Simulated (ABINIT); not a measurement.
Wanted: the native input for an ABINIT 10.8.3 (patched build) run.

| Item | Value |
| --- | --- |
| Task | equation of state |
| Functional | PBE |
| Potentials or basis | JTH PAW PBE v2.0 |
| Cutoff | 517 eV |
| k mesh | 9 × 9 × 9 |
| Occupations | fermi-dirac, width 0.05 eV |
| Spin | no spin polarisation |
| Fine-grid cutoff | 1034.03 eV |

The system is MgB.

```
Mg B
1.0
     2.89515    0.00000    0.00000
     0.00000    2.89515    0.00000
     0.00000    0.00000    2.89515
Mg B
1 1
Direct
  0.00000 0.00000 0.00000
  0.50000 0.50000 0.50000
```

The cell was built by a generator and needn't be a form met in nature.

The input as run:

run.abi

```
# Datasets: one volume each
ndtset 7
getwfk -1
scalecart1 3*0.9795861087
scalecart2 3*0.9864848297
scalecart3 3*0.9932883884
scalecart4 3*1.0000000000
scalecart5 3*1.0066227096
scalecart6 3*1.0131594038
scalecart7 3*1.0196128224

# Pseudopotentials
pp_dirpath "./"
pseudos "Mg.GGA_PBE-JTH.xml, B.GGA_PBE-JTH.xml"

# Structure
acell 3*1.0
rprim
     5.4710405897     0.0000000000     0.0000000000
     0.0000000000     5.4710405897     0.0000000000
     0.0000000000     0.0000000000     5.4710405897
ntypat 2
znucl 12 5
natom 2
typat 1 2
xred
     0.0000000000     0.0000000000     0.0000000000
     0.5000000000     0.5000000000     0.5000000000

# Plane-wave basis
ecut 19.0
pawecutdg 38.0
pawxcdev 0

# k points
kptopt 1
ngkpt 9 9 9
nshiftk 1
shiftk 0.0 0.0 0.0

# Exchange and correlation
ixc 11

# Bands and occupations
nband 11
occopt 3
tsmear 0.00183747

# SCF cycle
nstep 100
tolvrs 1.0e-9

# Output
iomode 3
prtwf 1
prtden 0
prteig 0
prtebands 0
enunit 1
```

Potentials or basis: JTH PAW PBE v2.0.

Launch:

```console
$ abinit run.abi > log 2>&1
```

It gave:

- Equilibrium volume: 12.17 Å³/atom
- Bulk modulus: 83 GPa
- Pressure derivative of the bulk modulus: 3.6 (rough: it moves with the points fitted)

Caveat: pressures at fixed basis lie under the slope of the energies.

It took 33 s on 1 thread of Arm Neoverse V2, on a shared host, peak memory 0.12 GiB.
